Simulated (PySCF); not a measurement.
# A diatomic session: BeF−

What are the lowest state that PBE0 finds, the bond length, vibrational wavenumber and bond energy of BeF−, and how much do these hang on the method?

Method: Be aug-pcseg-1, F aug-pcseg-1, no relativity; program: PySCF 2.14.0.

1 further run of the same task is left out (set aside as unsound or not needed).

**1. Set-up**

The job is set up so:

- atoms: Be, F
- charge: -1
- basis: Be aug-pcseg-1, F aug-pcseg-1
- Hamiltonian: no relativity
- basis functions: 36
- electrons treated: 14
- masses in u: 9.0122, 18.9984
- levels: PBE0, PBE, r²SCAN, BLYP, r²SCAN0, r²SCANh, HF, MP2, SCS-MP2, CCSD, CCSD(T)
- grid: 80 radial by 434 angular points
- occupations: held fixed by the projection of orbital angular momentum
- dissociation limit: Be + F−, each in its ground configuration
- starting distance in angstrom: 1.675
- values of 2S to try: 0, 2

Launch:

```
$ OMP_NUM_THREADS=1 python dia.py task.json out
```

After this run come: First curve: PBE0; PBE; r²SCAN (meta-GGA); BLYP; r²SCAN0 (hybrid meta-GGA); r²SCANh (hybrid meta-GGA); RHF (mean field); Correlated methods on the Hartree–Fock reference.

Before running it: what results should come out? Wanted: for each run, Re; ωe; De; μ.

**Answer**, as computed:

Lowest PBE0 solution found, without spin–orbit coupling: ¹Σ⁺ (singlet), closed shell.

| level | Re (Å) | ωe (cm⁻¹) | De (eV) | μ (D) |
| --- | --- | --- | --- | --- |
| RHF | 1.449 | 1012 | 3.37 | 6.43 |
| RHF-MP2 | 1.473 | 950 | 3.18 | n/a |
| RHF-SCS-MP2 | 1.472 | 950 | 3.14 | n/a |
| RHF-CCSD | 1.472 | 953 | 3.01 | n/a |
| RHF-CCSD(T) | 1.475 | 945 | 3.02 | n/a |
| PBE | 1.463 | 956 | 3.43 | 5.89 |
| BLYP | 1.461 | 957 | 3.30 | 5.78 |
| r²SCAN | 1.457 | 975 | 3.57 | 6.23 |
| r²SCANh | 1.454 | 983 | 3.57 | 6.21 |
| PBE0 | 1.453 | 983 | 3.48 | 6.04 |
| r²SCAN0 | 1.450 | 994 | 3.57 | 6.19 |

De is counted to Be + F− in their ground configurations. A positive dipole points from Be to F; in an ion it is taken about the centre of mass and does not tell which atom is negative.

Differences from CCSD(T) in the same basis:

| level | Re (mÅ) | ωe (%) |
| --- | --- | --- |
| RHF | -26 | +7.1 |
| RHF-MP2 | -2 | +0.5 |
| RHF-SCS-MP2 | -3 | +0.5 |
| RHF-CCSD | -3 | +0.8 |
| PBE | -12 | +1.1 |
| BLYP | -13 | +1.2 |
| r²SCAN | -17 | +3.2 |
| r²SCANh | -20 | +4.0 |
| PBE0 | -21 | +4.0 |
| r²SCAN0 | -24 | +5.2 |

Against CCSD(T) in the same basis, the bond length is nearest at RHF-MP2 (-2 mÅ) and farthest at RHF (-26 mÅ); the wavenumber is nearest at RHF-MP2 and RHF-SCS-MP2 (+0.5 %) and farthest at RHF (+7.1 %). Hartree–Fock falls on the short and stiff side, its usual fault. CCSD(T) in a basis this small is itself some way from its limit, more so than the functionals. Among the levels with a De in the table, it runs from 3.01 eV (RHF-CCSD) to 3.57 eV (r²SCAN0).

Correlated steps freeze 1 core orbital. With some functionals the highest level of the anion is positive, from self-interaction error or because the anion is truly unbound there; the finite basis then holds the extra electron, and no neutral molecule was run to test the binding.
